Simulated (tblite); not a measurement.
# C4H10AlClS: the cost of one run

Programs: tblite 0.8.0 and PySCF 2.14.0, with density-fitted response routines of our own. Each step states its level of theory. These are calculated values for one molecule in the gas phase, unless marked as measured. Atoms are numbered from 0 throughout.

**1. Starting geometry**

17 atoms, charge 0, multiplicity 1; geometry from: force field or distance geometry start.

Bonds of the start (Å): C0–Al1 1.99, Al1–S2 2.20, S2–C3 1.74, S2–C4 1.73, C4–C5 1.35, C5–Cl6 1.75, C0–H7 1.13, C0–H8 1.10, C0–H9 1.14, Al1–H10 1.60, Al1–H11 1.60, C3–H12 1.11, C3–H13 1.11, C3–H14 1.11, C4–H15 1.11, C5–H16 1.08.

**2. Optimising the geometry with GFN2-xTB**

The job: settings as JSON, then the geometry in Å.

```
{"job": {"kind": "relax", "xc": "GFN2-xTB", "basis": "xTB"}, "charge": 0, "multiplicity": 1}
C     -2.445800     0.958900     0.204900
Al    -1.519600    -0.722200    -0.312500
S      0.672700    -0.567800    -0.372800
C      1.545300    -2.066600    -0.230300
C      1.363500     0.761900     0.490400
C      1.683600     1.930100    -0.104300
Cl     2.395300     3.223800     0.843100
H     -2.503600     1.653400    -0.681500
H     -1.978500     1.484800     1.048600
H     -3.516200     0.668400     0.457100
H     -2.028500    -1.860700     0.692100
H     -2.055700    -1.094500    -1.771600
H      1.131100    -2.790400     0.508500
H      2.602100    -1.835900     0.035400
H      1.551800    -2.534000    -1.231600
H      1.571900     0.699200     1.574400
H      1.523800     2.103800    -1.159800
```

Command:

```
$ OMP_NUM_THREADS=1 python probes_run.py task.json out
```

The driver reads the jobs from task.json and runs them one after another.

**Question.** How long does this first job take on 1 thread of Arm Neoverse N1, shared host, and how much memory does it need?

About 2.9 s, with a peak of 0.18 GiB.
